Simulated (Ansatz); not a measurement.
# Ti2Te: the cost of one run

Program: Ansatz 0.2.0. Level of theory: DFT PBE, scalar-relativistic, plane waves, PAW. These are calculated values, not measurements.

The COD entry's cell or inner coordinates are ideal or old and differ from later refinements, so a difference from it is no clean test against experiment.

### Step 1. Starting point

It takes space group Pn-3m (No. 224, cubic). The conventional cell has a = 5.192 Å, b = 5.192 Å, c = 5.192 Å, α = 90.00°, β = 90.00°, γ = 90.00°. Ti (site symmetry -3m) has 2 Te at 2.25 Å as nearest neighbours. Te (site symmetry -43m) has 4 Ti at 2.25 Å as nearest neighbours.

As a file:

```cif
data_structure
_symmetry_space_group_name_H-M 'Pn-3m:1'
_symmetry_Int_Tables_number 224
_cell_length_a 5.1922
_cell_length_b 5.1922
_cell_length_c 5.1922
_cell_angle_alpha 90.000
_cell_angle_beta 90.000
_cell_angle_gamma 90.000
_cell_volume 139.97
loop_
_atom_site_label
_atom_site_type_symbol
_atom_site_symmetry_multiplicity
_atom_site_Wyckoff_symbol
_atom_site_fract_x
_atom_site_fract_y
_atom_site_fract_z
_atom_site_occupancy
Ti1 Ti 4 b 0.25000 0.25000 0.25000 1
Te1 Te 2 a 0.00000 0.00000 0.00000 1
```

(A quick probe on a coarse mesh, which set the mesh and smearing, is not shown.)

### Step 3. Coarse relaxation

File input.yaml:

```yaml
crystal:
  lattice:
    - [5.1921602819, 0.0, 0.0]
    - [0.0, 5.1921602819, 0.0]
    - [0.0, 0.0, 5.1921602819]
  atoms:
    - { symbol: Ti, position: [0.25, 0.25, 0.25] }
    - { symbol: Ti, position: [0.25, 0.75, 0.75] }
    - { symbol: Ti, position: [0.75, 0.75, 0.25] }
    - { symbol: Ti, position: [0.75, 0.25, 0.75] }
    - { symbol: Te, position: [0.0, 0.0, 0.0] }
    - { symbol: Te, position: [0.5, 0.5, 0.5] }
basis:
  ecutwfc: 420
kpoints:
  mp_grid: { grid: [4, 4, 4] }
hamiltonian:
  xc: pbe
scf:
  occupations: { method: gaussian, width: 0.1 }
  lower_state_search: "off"
output:
  forces: true
  stress: true
  eigenvalues: true
relax:
  adjacent_minimum: "off"
  f_tol: 0.04
  max_steps: 70
  cell: { stress_tol: 0.4 }
```

Started as:

```bash
$ ansatz run input.yaml --threads 1 --pin off --max-ram 2560MiB --backend cpu --events-out ev --progress --plain --runs-dir out
```

Q: Estimate wall time and peak memory on 1 thread of Intel Xeon Platinum 8488C (Sapphire Rapids), shared host.

About 42 s, with a peak of 0.5 GiB.
